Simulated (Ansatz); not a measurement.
# BS2Br (SMILES BrB1SS1): one structure at several levels

An exercise on one series of results from a longer session: the logs are not shown, and one member is left open.

Method: single points in def2-TZVPP; program: Ansatz 0.2.0, Gaussian basis.

Correlated methods freeze the cores. Filled d shells of the heavier atoms are correlated.

### The system as given

SMILES `BrB1SS1`, 4 atoms, charge 0, spin multiplicity 1.

Atoms are counted from 1 here; the program's logs count them from 0.

Bond lengths: Br1–B2 1.856 Å, B2–S3 1.741 Å, B2–S4 1.749 Å, S3–S4 2.156 Å. Angles: Br1–B2–S3 141.2°, Br1–B2–S4 142.5°, S3–B2–S4 76.3°, B2–S3–S4 52.0°, B2–S4–S3 51.7°.

Geometry (Å):

```xyz
4

Br   -2.0381   -0.4029   -0.0891
B    -0.2210   -0.0399    0.0116
S     0.9172    1.2576   -0.2153
S     1.3224   -0.7727    0.3868
```

The first run:

The input, run/in.yaml:

```yaml
crystal:
  periodic: [false, false, false]
  atoms:
    - {symbol: Br, position_ang: [-2.038100, -0.402900, -0.089100]}
    - {symbol: B, position_ang: [-0.221000, -0.039900, 0.011600]}
    - {symbol: S, position_ang: [0.917200, 1.257600, -0.215300]}
    - {symbol: S, position_ang: [1.322400, -0.772700, 0.386800]}
basis:
  gaussian: {orbitals: def2-TZVPP}
correlation: {method: ccsd_t}
output: {forces: true}
```

The command line of these runs was not kept.

Steps of the session up to this table: CCSD(T)/def2-TZVPP; PBE0-D4/def2-TZVPP; wB97M-V/def2-TZVPP; r2SCAN-D4/def2-TZVPP; PBE-D4/def2-TZVPP; BLYP-D4/def2-TZVPP; r2SCANh-D4/def2-TZVPP.

One table of the session follows, with a row left open; its other results are not shown here.

| method | RMS force component (eV/Å) | angle to CCSD(T) forces (°) | dipole (D) |
| --- | --- | --- | --- |
| CCSD(T) | 0.542 | reference | 0.44 |
| PBE0-D4 | 0.302 | 17.5 | 0.49 |
| wB97M-V | ? | ? | ? |
| r2SCAN-D4 | 0.394 | 7.4 | 0.51 |
| PBE-D4 | 0.526 | 5.3 | 0.49 |
| BLYP-D4 | 0.705 | 9.4 | 0.49 |
| r2SCANh-D4 | 0.329 | 12.0 | 0.50 |

Q: Estimate the row for wB97M-V from the others.

The run gave: RMS force component (eV/Å): 0.323; angle to CCSD(T) forces (°): 13.2; dipole (D): 0.45. In the column «RMS force component (eV/Å)» it lies between PBE0-D4 (0.302) and r2SCANh-D4 (0.329).
